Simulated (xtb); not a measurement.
**C2H12AlNSi (SMILES C[SiH2][CH2][AlH2-][NH3+]) at GFN0-xTB**

Aim: a geometry optimisation of C2H12AlNSi. 

The results are computed with xtb 6.7.1.

5 further runs of the same task are left out: 5 set aside as unsound or not needed.

**1. The structure to begin with**

C2H12AlNSi has 17 atoms, charge 0, and is taken as a singlet. As SMILES, `C[SiH2][CH2][AlH2-][NH3+]`. All atoms were displaced at random from a relaxed shape. The run starts from this shape.

Bond lengths: C1–Si2 1.926 Å, Si2–C3 1.843 Å, C3–Al4 2.002 Å, Al4–N5 2.169 Å, C1–H6 1.063 Å, C1–H7 0.938 Å, C1–H8 1.151 Å, Si2–H9 1.539 Å, Si2–H10 1.525 Å, C3–H11 1.022 Å, C3–H12 1.131 Å, Al4–H13 1.623 Å, Al4–H14 1.499 Å, N5–H15 1.042 Å, N5–H16 1.013 Å, N5–H17 1.057 Å. Some angles: C1–Si2–C3 109.2°, Si2–C3–Al4 119.8°, C3–Al4–N5 95.7°, C1–Si2–H9 103.0°, C1–Si2–H10 109.5°, C3–Si2–H9 115.8°, C3–Si2–H10 114.4°, Si2–C1–H6 110.4°, Si2–C1–H7 114.0°, Si2–C1–H8 110.3°.

**2. A geometry optimisation at GFN0-xTB**

mol.xyz

```xyz
17

C     -1.14480     1.46240     0.83704
Si     0.57616     0.89482     1.48880
C      0.99934    -0.73665     0.74226
Al     1.15544    -0.91050    -1.24610
N     -0.97626    -1.06784    -1.61618
H     -1.08475     1.71768    -0.19323
H     -1.83349     0.84334     0.98837
H     -1.45768     2.44722     1.34326
H      0.38906     0.90476     3.01677
H      1.60419     1.99117     1.23056
H      0.38541    -1.42121     1.18797
H      2.03917    -0.95372     1.13162
H      1.33439     0.35224    -2.24932
H      1.63834    -2.21521    -1.80314
H     -1.33596    -1.99238    -1.29891
H     -0.99258    -1.08834    -2.62877
H     -1.46775    -0.26928    -1.12771
```

On the command line:

```bash
xtb mol.xyz --gfn 0 --opt extreme -P 1 | tee run.log
```

Q: Predict the results. Wanted: total energy at the end; dipole moment; HOMO energy; LUMO energy; HOMO–LUMO gap; dispersion energy; mean polarisability.

Computed results:

Level: GFN0-xTB.

```
                      quantity          value
       total energy at the end   -17.05816 Eh
                 dipole moment         9.81 D
                   HOMO energy      -11.74 eV
                   LUMO energy       -6.03 eV
                 HOMO–LUMO gap        5.71 eV
             dispersion energy  -12.48 kJ/mol
mean polarisability (D4 model)    101.6 bohr³
```

What this shows: At the final geometry: Bond lengths: C1–Si2 1.864 Å, Si2–C3 1.859 Å, C3–Al4 2.001 Å, Al4–N5 1.940 Å, C1–H6 1.091 Å, C1–H7 1.091 Å, C1–H8 1.090 Å, Si2–H9 1.447 Å, Si2–H10 1.447 Å, C3–H11 1.099 Å, C3–H12 1.108 Å, Al4–H13 1.556 Å, Al4–H14 1.554 Å, N5–H15 1.019 Å, N5–H16 1.023 Å, N5–H17 1.019 Å. Some angles: C1–Si2–C3 109.0°, Si2–C3–Al4 132.3°, C3–Al4–N5 114.0°, C1–Si2–H9 109.4°, C1–Si2–H10 109.5°, C3–Si2–H9 109.6°, C3–Si2–H10 109.9°, Si2–C1–H6 109.8°, Si2–C1–H7 109.7°, Si2–C1–H8 110.9°. The optimisation took 51 steps and changed the energy by -1.304 eV.
